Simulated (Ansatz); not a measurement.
CH4SeTe, SMILES [SeH]C[TeH], a single point from an input written key by key

Run with Ansatz 0.2.0, Python API.

The script, `ch4sete_deck.py`:
```python
'''Run CH4SeTe from an input written out key by key.'''

import logging
import sys

import ansatz as az

logging.basicConfig(stream=sys.stdout, format='[%(levelname)s] %(message)s')
log = logging.getLogger('ch4sete')
log.setLevel(logging.INFO)

DECK = '''
crystal:
  periodic: [false, false, false]
  atoms:
    - { symbol: Se, position_ang: [-1.729, -0.6865, 0.655] }
    - { symbol: C, position_ang: [-0.0954, 0.2841, 0.3676] }
    - { symbol: Te, position_ang: [1.2475, -0.9983, -0.6717] }
    - { symbol: H, position_ang: [-1.9476, -0.6987, -0.8762] }
    - { symbol: H, position_ang: [-0.2632, 1.1944, -0.2528] }
    - { symbol: H, position_ang: [0.3366, 0.5862, 1.3504] }
    - { symbol: H, position_ang: [2.5123, 0.2507, -0.6179] }
basis:
  gaussian:
    orbitals: def2-SVP
    point_charges: [{ charge: 0.5, position_ang: [0.0, 0.0, 6.35] }]
hamiltonian:
  xc: pbe
'''

session = az.Session.from_yaml(DECK)
data = session.plan(threads=1).execute().report

for key in ('converged', 'free_energy_ev', 'reference_energy_ev', 'n_frozen', 'n_occupied', 'n_virtual'):
    log.info(f'{key:22s} {data[key]}')
symbols = ['Se', 'C', 'Te', 'H', 'H', 'H', 'H']
state = data['mean_field']['state']
log.info(f'mean field: {state["energy"]["hartree"]:.7f} Ha, <S^2> = {abs(state["spin_squared"]):.4f}, stability: {state.get("stability", {}).get("kind")}')
```

```console
$ python ch4sete_deck.py
[INFO] converged              True
[INFO] free_energy_ev         -73723.84859765493
[INFO] reference_energy_ev    -73723.84859765493
[INFO] n_frozen               0
[INFO] n_occupied             [34, 34]
[INFO] n_virtual              [58, 58]
[INFO] mean field: -2709.3014641 Ha, <S^2> = 0.0000, stability: minimum
```

Caveats:
- The settings weren't tested for convergence.
- The geometry is a force-field or estimated start, not a minimum of this method, and the basis set is short of its limit.
- def2 sets replace the cores of elements past krypton by effective core potentials.
- Run time: 2.1 s on 1 thread of Arm Neoverse V2, on a shared host, peak memory 0.17 GiB.

(Lines on the test bed's own set-up are left out of the output.)
